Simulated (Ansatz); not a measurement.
Here is an Ansatz 0.2.0 calculation.

Contents of input.yaml:

```yaml
crystal:
  lattice:
    - [3.219666, 0.0, 0.0]
    - [0.0, 3.219666, 0.0]
    - [0.0, 0.0, 4.1084277]
  atoms:
    - { symbol: Hf, position: [0.5, 0.5, 0.0] }
    - { symbol: Ge, position: [0.0, 0.0, 0.0] }
hamiltonian:
  xc: { exchange: pbe, correlation: pbe, exx: { coeff: 0.25, omega: 0.3 } }
  pseudopotentials: { kind: paw }
kpoints:
  mp_grid: { grid: [4, 4, 4] }
scf:
  occupations: { method: fermi_dirac, width: 0.05 }
output:
  forces: true
  stress: true
  eigenvalues: true
relax:
  f_tol: 0.01
  max_steps: 40
  cell: { stress_tol: 0.05 }
```

Potentials or basis: Ansatz PAW.

The run is started by

```sh
$ ansatz run input.yaml --threads 2 --pin off --max-ram 5632MiB --backend cpu --events-out ev --progress --plain --runs-dir out
```

(1) Predict the space group after relaxing (to 0.05 Å).

(2) What does it give for the relaxed volume?

(3) What does it give for the relaxed cell?

(4) Predict the band gap on the k mesh.

Answers

(1) P4/mmm (No. 123).

(2) 22.64 Å³/atom.

(3) a = 3.765 Å, b = 3.765 Å, c = 3.193 Å, α = 90.00°, β = 90.00°, γ = 90.00°.

(4) none (metal or under the smearing width).

Caveat: the k mesh is coarse (spacing up to 0.49 Å⁻¹), so the values aren't converged, least of all with exact exchange; the PAW data sets come from PBE, with cores solved anew for the run's functional, which leaves a small shift of forces and pressure.
